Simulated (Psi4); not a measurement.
**HF/def2-SVP (core potential) run of CH3InS (SMILES [CH2]1[S][InH]1)**

Aim: the vertical singlet–triplet gap of CH3InS at HF/def2-SVP (core potential), from 2 runs. 

The results are computed with Psi4 1.11.

**1. The molecule**

CH3InS has 6 atoms, charge 0, and is taken as a singlet. SMILES: `[CH2]1[S][InH]1`. The shape comes from GFN2-xTB, which is rough for such elements, and wasn't checked as a minimum.

Bond lengths: C1–In3 2.170 Å, S2–In3 2.365 Å, C1–H4 1.085 Å, C1–H5 1.085 Å, In3–H6 1.756 Å. Angles: C1–In3–S2 52.0°, C1–In3–H6 157.0°, S2–In3–H6 151.0°, In3–C1–H4 122.7°, In3–C1–H5 122.8°, H4–C1–H5 112.6°. A long bond or contact: C1–S2 1.995 Å.

**2. A single-point energy at HF/def2-SVP (core potential)**

The input, ch3ins.json:

```json
{
 "schema_name": "qcschema_input",
 "schema_version": 1,
 "molecule": {
  "schema_name": "qcschema_molecule",
  "schema_version": 2,
  "symbols": ["C", "S", "In", "H", "H", "H"],
  "geometry": [-0.27673149, -1.49704104, -0.87129602, -2.61674156, 1.42579836, -1.31625094, 0.9066339, 1.68924508, 1.42150868, 0.55762038, -1.92007513, -2.69520299, -1.35920441, -3.0663074, -0.11621816, 2.78844207, 3.36838013, 3.57745942],
  "molecular_charge": 0,
  "molecular_multiplicity": 1,
  "fix_symmetry": "c1",
  "fix_com": true,
  "fix_orientation": true
 },
 "driver": "energy",
 "model": {
  "method": "hf",
  "basis": "def2-SVP"
 },
 "keywords": {
  "reference": "rhf",
  "puream": true,
  "e_convergence": 1e-09,
  "d_convergence": 1e-08,
  "scf_type": "pk",
  "scf_properties": ["MULLIKEN_CHARGES", "LOWDIN_CHARGES", "MAYER_INDICES"]
 }
}
```

On the command line:

```
psi4 --qcschema ch3ins.json -n 1 --memory 1600MB
```

stdout:

```text
[...]
    !!!  WARNING: ECP capability is in beta. Please check occupations closely.  !!!
[...]
  Running in c1 symmetry.
[...]
  Nuclear repulsion =  161.321083599942455
[...]
  Multiplicity = 1
[...]
  Nalpha       = 23
  Nbeta        = 23
[...]
    Number of basis functions: 73
[...]
   @RHF iter   1:  -626.04720080886932   -1.48990e+00   4.79633e-03 ADIIS/DIIS
[...]
   @RHF iter  13:  -626.13844380693320   -5.68434e-12   5.03508e-09 DIIS
[...]
    Orbital Energies [Eh]
    ---------------------
    Doubly Occupied:
       1A    -91.880996     2A    -11.255268     3A     -8.914187
       4A     -6.601382     5A     -6.600117     6A     -6.598485
       7A     -5.414133     8A     -3.674332     9A     -3.668101
      10A     -3.666011    11A     -1.072718    12A     -1.056995
      13A     -1.055605    14A     -1.054402    15A     -1.053277
      16A     -0.945740    17A     -0.788284    18A     -0.572844
      19A     -0.545672    20A     -0.475340    21A     -0.390617
      22A     -0.332693    23A     -0.314454
[...]
  @RHF Final Energy:  -626.13844380693320
   => Energetics <=
    Nuclear Repulsion Energy =            161.3210835999424546
    One-Electron Energy =               -1259.0557457007155335
    Two-Electron Energy =                 471.5962182938397973
    Total Energy =                       -626.1384438069331964
[...]
 Multipole Moments:
 ------------------------------------------------------------------------------------
     Multipole            Electronic (a.u.)      Nuclear  (a.u.)        Total (a.u.)
 ------------------------------------------------------------------------------------
 L = 1.  Multiply by 2.5417464519 to convert [e a0] to [Debye]
 Dipole X            :         23.6465562          -22.5020840            1.1444723
 Dipole Y            :        -47.6291925           47.6866718            0.0574793
 Dipole Z            :         -3.4561669            4.3299294            0.8737624
 Magnitude           :                                                    1.4410349
[...]
  Mulliken Charges: (a.u.)
   Center  Symbol    Alpha    Beta     Spin     Total
       1     C     3.16743  3.16743  0.00000 -0.33487
       2     S     8.19125  8.19125  0.00000 -0.38251
       3    IN    10.18200 10.18200  0.00000  0.63599
       4     H     0.45104  0.45104  0.00000  0.09792
       5     H     0.45102  0.45102  0.00000  0.09796
       6     H     0.55725  0.55725  0.00000 -0.11450
   Total alpha = 23.00000, Total beta = 23.00000, Total charge =  0.00000
  Lowdin Charges: (a.u.)
   Center  Symbol    Alpha    Beta     Spin     Total
[...]
```

The result, in JSON:

```text
{
 "driver": "energy",
 "model": {
  "method": "hf",
  "basis": "def2-SVP"
 },
 "success": true,
 "return_result": -626.1384438069332,
 "properties": {
  "calcinfo_nbasis": 73,
  "calcinfo_nmo": 73,
  "calcinfo_nalpha": 23,
  "calcinfo_nbeta": 23,
  "calcinfo_natom": 6,
  "nuclear_repulsion_energy": 161.32108359994245,
  "return_energy": -626.1384438069332,
  "scf_one_electron_energy": -1259.0557457007155,
  "scf_two_electron_energy": 471.5962182938398,
  "scf_dipole_moment": [1.144472269018621, 0.057479316411260584, 0.8737624473366816],
  "scf_total_energy": -626.1384438069332,
  "scf_iterations": 13
 }
}
```

Wall time 3.6 s (1 thread of AMD EPYC 7R43 (Zen 3), shared host); peak memory 0.23 GiB.

**3. The triplet**

The input, ch3ins.inp:

```
memory 1600 mb

molecule m {
  0 3
  C     -0.146440    -0.792200    -0.461070
  S     -1.384720     0.754500    -0.696530
  In     0.479770     0.893910     0.752230
  H      0.295080    -1.016060    -1.426240
  H     -0.719260    -1.622620    -0.061500
  H      1.475580     1.782470     1.893110
  symmetry c1
  no_reorient
  no_com
}

set {
  reference     uhf
  puream        true
  e_convergence 1e-09
  d_convergence 1e-08
  scf_type      pk
  maxiter       200
}

e_tot, wfn = energy("scf/def2-SVP", return_wfn=True)
oeprop(wfn, "LOWDIN_CHARGES", "WIBERG_LOWDIN_INDICES", "MULLIKEN_CHARGES")
print_variables()
```

On the command line:

```
psi4 -n 1 ch3ins.inp ch3ins.out
```

ch3ins.out (excerpt; [...] marks lines left out):

```text
[...]
    !!!  WARNING: ECP capability is in beta. Please check occupations closely.  !!!
[...]
  Running in c1 symmetry.
[...]
  Nuclear repulsion =  161.321083501999141
[...]
  Multiplicity = 3
[...]
  Nalpha       = 24
  Nbeta        = 22
[...]
    Number of basis functions: 73
[...]
   @UHF iter   1:  -625.87381584746367   -1.23045e+00   4.96210e-03 ADIIS/DIIS
[...]
   @UHF iter  29:  -626.02031096622761   -5.11591e-12   7.12943e-09 DIIS
[...]
   @S^2 Observed:                2.049942128E+00
[...]
  @UHF Final Energy:  -626.02031096622761
   => Energetics <=
    Nuclear Repulsion Energy =            161.3210835019991407
    One-Electron Energy =               -1258.1039138069090768
    Two-Electron Energy =                 470.7625193386824094
    Total Energy =                       -626.0203109662276120
  UHF NO Occupations:
  HONO-2 :   22  A 1.9879401
  HONO-1 :   23  A 1.0000000
[...]
 Multipole Moments:
 ------------------------------------------------------------------------------------
     Multipole            Electronic (a.u.)      Nuclear  (a.u.)        Total (a.u.)
 ------------------------------------------------------------------------------------
 L = 1.  Multiply by 2.5417464519 to convert [e a0] to [Debye]
 Dipole X            :         22.3878189          -22.5020839           -0.1142650
 Dipole Y            :        -48.1628243           47.6866719           -0.4761524
 Dipole Z            :         -4.6592710            4.3299295           -0.3293415
 Magnitude           :                                                    0.5901216
[...]
  Mulliken Charges: (a.u.)
   Center  Symbol    Alpha    Beta     Spin     Total
       1     C     3.47040  2.61879  0.85161 -0.08919
       2     S     8.23266  8.03645  0.19621 -0.26911
       3    IN    10.65167 10.02674  0.62493  0.32160
       4     H     0.42171  0.45988 -0.03817  0.11841
       5     H     0.42093  0.45979 -0.03886  0.11928
       6     H     0.80263  0.39836  0.40427 -0.20099
   Total alpha = 24.00000, Total beta = 22.00000, Total charge =  0.00000
  Lowdin Charges: (a.u.)
   Center  Symbol    Alpha    Beta     Spin     Total
[...]
```

Wall time 3.9 s (1 thread of AMD EPYC 7R43 (Zen 3), shared host); peak memory 0.24 GiB.

**4. What came out**

At HF/def2-SVP (core potential):

```
                                        quantity          value
                           singlet: total energy  -626.13844 Eh
                          singlet: dipole moment         3.66 D
                            singlet: HOMO energy       -8.56 eV
                            singlet: LUMO energy        0.90 eV
                          singlet: HOMO–LUMO gap        9.46 eV
                           triplet: total energy  -626.02031 Eh
                          triplet: dipole moment         1.50 D
     triplet: HOMO energy (highest over α and β)       -5.00 eV
      triplet: LUMO energy (lowest over α and β)       -0.61 eV
                                   triplet: ⟨S²⟩          2.050
vertical energy of the triplet above the singlet       3.215 eV
```

What this shows: At this shape the triplet lies 3.21 eV (74 kcal/mol) above the singlet. Mulliken charges (singlet) run from -0.38 on S2 to +0.64 on In3. Mulliken charges (triplet) run from -0.27 on S2 to +0.32 on In3.
